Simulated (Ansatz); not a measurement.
Born–Oppenheimer molecular dynamics of a periodic cell of 27 atoms, Rb$_{8}$Mg$_{4}$H$_{15}$ (host Rb2MgH4, host structure Pnma, one H atom removed), cell charge -1. It goes on from the last frame of an earlier run, with new velocities.

Theory: DFT PBEsol, scalar-relativistic, plane waves, PAW (Ansatz). Settings: cutoff 420 eV, k mesh 1x2x1, fermi-dirac smearing 0.05 eV, no spin polarisation.

| Quantity | Value |
| --- | --- |
| ensemble | NVE (velocity Verlet) |
| time step | 0.5 fs |
| steps asked | 360 |
| starting velocities drawn for | 1950 K |
| seed | 953826 |

Frames 1 fs apart, positions in Å.

Velocities at 165.0 fs (Å/ps):

```
Rb 7.22 -1.19 1.18
Rb -0.66 1.07 0.08
Rb -1.58 -3.22 -5.96
Rb 2.72 6.63 1.31
Rb -4.03 2.15 3.30
Rb 5.02 -3.62 7.04
Rb 0.64 -0.41 -5.33
Rb -9.40 2.16 2.18
Mg -4.12 2.87 -4.42
Mg 6.87 -6.96 4.55
Mg 0.22 -4.08 -3.57
Mg 0.12 -2.42 -12.23
H 31.32 2.58 4.93
H -70.41 64.64 -57.41
H -25.00 -24.52 38.71
H 31.48 6.22 -4.00
H 51.37 -22.39 6.65
H 2.24 -67.14 4.65
H -16.85 -12.18 16.36
H -51.94 -6.32 22.34
H -58.15 -51.31 14.56
H 64.83 52.27 -0.96
H 35.46 -9.52 -41.84
H -10.37 -10.45 27.42
H -49.90 14.06 0.34
H 23.35 19.72 41.17
H -25.50 -3.27 -17.34
```

```xyz
27
Lattice="8.2671 0.0000 0.0000 0.0000 6.3978 0.0000 0.0000 0.0000 11.2369" Properties=species:S:1:pos:R:3 time_fs=165.0 energy_less_start_eV=1.592 T=1477
Rb 2.434 1.394 6.246
Rb 5.492 2.268 11.087
Rb 6.678 4.506 4.750
Rb 2.231 4.907 -0.228
Rb 3.881 1.150 3.006
Rb 7.966 1.499 2.577
Rb 4.641 4.819 7.781
Rb -0.836 4.662 9.584
Mg 1.680 1.825 9.990
Mg 6.351 1.552 7.406
Mg 5.983 5.566 1.156
Mg 2.702 4.946 3.904
H 2.637 3.428 8.560
H 7.577 0.009 7.202
H 2.758 3.227 4.748
H 7.485 4.477 1.614
H 1.469 6.187 4.131
H 2.252 -0.149 8.753
H 6.342 3.120 8.275
H 0.230 2.586 9.338
H 4.530 0.867 8.387
H 8.023 7.354 -0.035
H 4.260 4.126 2.687
H 6.185 1.976 5.580
H 2.623 1.473 0.199
H 3.874 5.646 5.064
H 5.485 4.965 10.614
27
Lattice="8.2671 0.0000 0.0000 0.0000 6.3978 0.0000 0.0000 0.0000 11.2369" Properties=species:S:1:pos:R:3 time_fs=166.0 energy_less_start_eV=1.770 T=1424
Rb 2.441 1.393 6.247
Rb 5.491 2.269 11.087
Rb 6.676 4.503 4.744
Rb 2.233 4.914 -0.227
Rb 3.877 1.152 3.010
Rb 7.971 1.496 2.584
Rb 4.641 4.819 7.775
Rb -0.845 4.664 9.586
Mg 1.676 1.828 9.985
Mg 6.357 1.545 7.410
Mg 5.983 5.562 1.152
Mg 2.702 4.943 3.892
H 2.668 3.427 8.568
H 7.505 0.074 7.145
H 2.731 3.205 4.784
H 7.517 4.482 1.610
H 1.518 6.166 4.135
H 2.252 -0.212 8.760
H 6.325 3.106 8.290
H 0.178 2.579 9.360
H 4.476 0.818 8.400
H 8.088 7.403 -0.036
H 4.293 4.119 2.643
H 6.174 1.966 5.607
H 2.575 1.488 0.202
H 3.899 5.668 5.106
H 5.455 4.963 10.600
27
Lattice="8.2671 0.0000 0.0000 0.0000 6.3978 0.0000 0.0000 0.0000 11.2369" Properties=species:S:1:pos:R:3 time_fs=167.0 energy_less_start_eV=1.991 T=1358
Rb 2.448 1.392 6.249
Rb 5.490 2.270 11.087
Rb 6.675 4.499 4.738
Rb 2.236 4.920 -0.225
Rb 3.873 1.155 3.013
Rb 7.976 1.492 2.591
Rb 4.642 4.818 7.770
Rb -0.854 4.667 9.588
Mg 1.671 1.831 9.980
Mg 6.364 1.537 7.415
Mg 5.983 5.558 1.149
Mg 2.703 4.939 3.880
H 2.697 3.421 8.584
H 7.431 0.138 7.089
H 2.700 3.190 4.813
H 7.549 4.484 1.607
H 1.561 6.150 4.135
H 2.248 -0.268 8.770
H 6.308 3.089 8.302
H 0.128 2.570 9.382
H 4.433 0.774 8.408
H 8.153 7.447 -0.035
H 4.322 4.117 2.597
H 6.162 1.958 5.629
H 2.532 1.503 0.211
H 3.926 5.691 5.147
H 5.415 4.961 10.596
27
Lattice="8.2671 0.0000 0.0000 0.0000 6.3978 0.0000 0.0000 0.0000 11.2369" Properties=species:S:1:pos:R:3 time_fs=168.0 energy_less_start_eV=2.229 T=1287
Rb 2.455 1.391 6.250
Rb 5.490 2.271 11.087
Rb 6.673 4.496 4.732
Rb 2.239 4.927 -0.224
Rb 3.869 1.157 3.017
Rb 7.981 1.488 2.599
Rb 4.642 4.818 7.764
Rb -0.863 4.669 9.590
Mg 1.667 1.833 9.974
Mg 6.370 1.530 7.420
Mg 5.983 5.554 1.145
Mg 2.704 4.935 3.869
H 2.725 3.407 8.606
H 7.357 0.197 7.035
H 2.666 3.182 4.835
H 7.581 4.484 1.603
H 1.597 6.140 4.130
H 2.238 -0.315 8.783
H 6.290 3.068 8.311
H 0.081 2.559 9.404
H 4.399 0.737 8.414
H 8.218 7.485 -0.033
H 4.345 4.119 2.550
H 6.149 1.953 5.648
H 2.495 1.520 0.228
H 3.955 5.715 5.185
H 5.368 4.960 10.600
27
Lattice="8.2671 0.0000 0.0000 0.0000 6.3978 0.0000 0.0000 0.0000 11.2369" Properties=species:S:1:pos:R:3 time_fs=169.0 energy_less_start_eV=2.446 T=1223
Rb 2.463 1.389 6.252
Rb 5.489 2.272 11.086
Rb 6.671 4.493 4.726
Rb 2.242 4.934 -0.223
Rb 3.865 1.160 3.020
Rb 7.986 1.485 2.606
Rb 4.643 4.817 7.759
Rb -0.872 4.672 9.592
Mg 1.662 1.834 9.967
Mg 6.376 1.523 7.425
Mg 5.984 5.549 1.142
Mg 2.706 4.929 3.858
H 2.749 3.386 8.636
H 7.289 0.245 6.981
H 2.628 3.183 4.848
H 7.613 4.483 1.601
H 1.623 6.139 4.121
H 2.224 -0.353 8.797
H 6.272 3.044 8.318
H 0.038 2.545 9.424
H 4.375 0.707 8.417
H 8.282 7.516 -0.029
H 4.364 4.127 2.501
H 6.133 1.951 5.660
H 2.464 1.538 0.251
H 3.984 5.739 5.219
H 5.314 4.960 10.612
27
Lattice="8.2671 0.0000 0.0000 0.0000 6.3978 0.0000 0.0000 0.0000 11.2369" Properties=species:S:1:pos:R:3 time_fs=170.0 energy_less_start_eV=2.587 T=1181
Rb 2.470 1.388 6.254
Rb 5.488 2.273 11.086
Rb 6.670 4.490 4.720
Rb 2.245 4.940 -0.221
Rb 3.861 1.162 3.023
Rb 7.992 1.481 2.613
Rb 4.643 4.817 7.754
Rb -0.880 4.675 9.594
Mg 1.657 1.836 9.960
Mg 6.382 1.516 7.431
Mg 5.984 5.545 1.139
Mg 2.709 4.923 3.847
H 2.770 3.359 8.672
H 7.229 0.278 6.927
H 2.588 3.194 4.851
H 7.644 4.480 1.597
H 1.638 6.147 4.108
H 2.204 -0.383 8.813
H 6.253 3.020 8.324
H 0.000 2.529 9.442
H 4.361 0.685 8.418
H 8.344 7.541 -0.024
H 4.378 4.140 2.453
H 6.116 1.953 5.667
H 2.440 1.556 0.280
H 4.012 5.761 5.247
H 5.255 4.960 10.631
27
Lattice="8.2671 0.0000 0.0000 0.0000 6.3978 0.0000 0.0000 0.0000 11.2369" Properties=species:S:1:pos:R:3 time_fs=171.0 energy_less_start_eV=2.604 T=1176
Rb 2.477 1.386 6.256
Rb 5.487 2.274 11.086
Rb 6.668 4.487 4.714
Rb 2.248 4.947 -0.220
Rb 3.857 1.165 3.027
Rb 7.997 1.478 2.620
Rb 4.643 4.816 7.748
Rb -0.889 4.678 9.596
Mg 1.652 1.837 9.952
Mg 6.386 1.509 7.436
Mg 5.984 5.540 1.136
Mg 2.712 4.915 3.837
H 2.787 3.324 8.716
H 7.181 0.291 6.871
H 2.545 3.214 4.844
H 7.672 4.476 1.594
H 1.645 6.164 4.091
H 2.178 -0.403 8.829
H 6.234 2.995 8.329
H -0.033 2.511 9.458
H 4.357 0.671 8.416
H 8.404 7.558 -0.017
H 4.386 4.158 2.406
H 6.096 1.960 5.668
H 2.424 1.576 0.315
H 4.039 5.781 5.269
H 5.192 4.961 10.657
27
Lattice="8.2671 0.0000 0.0000 0.0000 6.3978 0.0000 0.0000 0.0000 11.2369" Properties=species:S:1:pos:R:3 time_fs=172.0 energy_less_start_eV=2.478 T=1214
Rb 2.484 1.385 6.258
Rb 5.487 2.275 11.085
Rb 6.666 4.484 4.708
Rb 2.250 4.954 -0.218
Rb 3.853 1.168 3.030
Rb 8.002 1.474 2.627
Rb 4.643 4.816 7.743
Rb -0.897 4.681 9.598
Mg 1.646 1.838 9.944
Mg 6.390 1.503 7.443
Mg 5.984 5.536 1.133
Mg 2.716 4.907 3.827
H 2.801 3.282 8.765
H 7.147 0.281 6.811
H 2.500 3.242 4.828
H 7.699 4.471 1.591
H 1.642 6.190 4.071
H 2.147 -0.414 8.844
H 6.215 2.971 8.335
H -0.060 2.490 9.470
H 4.362 0.666 8.413
H 8.461 7.566 -0.008
H 4.389 4.181 2.360
H 6.074 1.973 5.663
H 2.414 1.597 0.353
H 4.064 5.799 5.283
H 5.129 4.963 10.689
```

Of the whole run (180 fs, mean temperature of the second half 1536 K): The conserved energy stayed within 0.18 meV per atom of its start (net change 0.077 meV per atom), so the integration is sound. A run of 0.18 ps of so small a system gives no equilibrium averages. Limits of this set-up: coarse k mesh, charged cell in a uniform background, uncorrected.

Run time: 17 min on 1 thread of AMD EPYC 7R13 Processor (Zen 3), on a shared host, peak memory 0.86 GiB.
